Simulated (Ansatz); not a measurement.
The system is NaLaMnMoO6.

```xyz
10
Lattice="-2.7229 2.7229 3.8989 2.7229 -2.7229 3.8989 2.7229 2.7229 -3.8989" Properties=species:S:1:pos:R:3 pbc="T T T"
Na    2.7229    0.0000    1.9494
La    0.0000    2.7229    1.9494
Mn    0.0000    0.0000    3.8989
Mo    0.0000    0.0000    0.0000
O     1.6123    1.1308    0.0001
O     1.5921   -1.1106    3.8988
O     1.1106    1.5921    3.8990
O     1.1308    3.8336   -0.0001
O     0.0000    0.0000    1.9646
O     0.0000    0.0000    5.8332
```

The cell was built by a generator and needn't be a form met in nature.

Program: Ansatz 0.2.0. Alike in all runs: task band structure; cell as given; smearing fermi-dirac 0.05 eV; basis error allowed 0.002 eV/atom; the mesh is coarse, so values aren't converged.

Problem. Order these runs on this cell by their pressure, lowest first.
A. level PBE; potentials or basis all-electron LAPW, relativistic spinors; spin non-collinear, ferromagnetic start, SOC; k mesh 4 × 4 × 4; cutoff (eV) 404
B. level LDA; potentials or basis all-electron LAPW, scalar-relativistic; spin collinear, ferromagnetic start; k mesh 5 × 5 × 5; cutoff (eV) 403
C. level PBEsol; potentials or basis all-electron LAPW, scalar-relativistic; spin collinear, ferromagnetic start; k mesh 5 × 5 × 5; cutoff (eV) 404

Solution. B (-12.2 GPa), C (-6.1 GPa), A (-0.6 GPa).

Caveats: some runs use coarse meshes; the k mesh is thin for a metal, which can move the energy by tens of meV per atom; a cell with one magnetic atom can't hold antiferromagnetic order, which such compounds often take; the starting moments weren't kept; the magnetic state may not be the lowest (some runs).
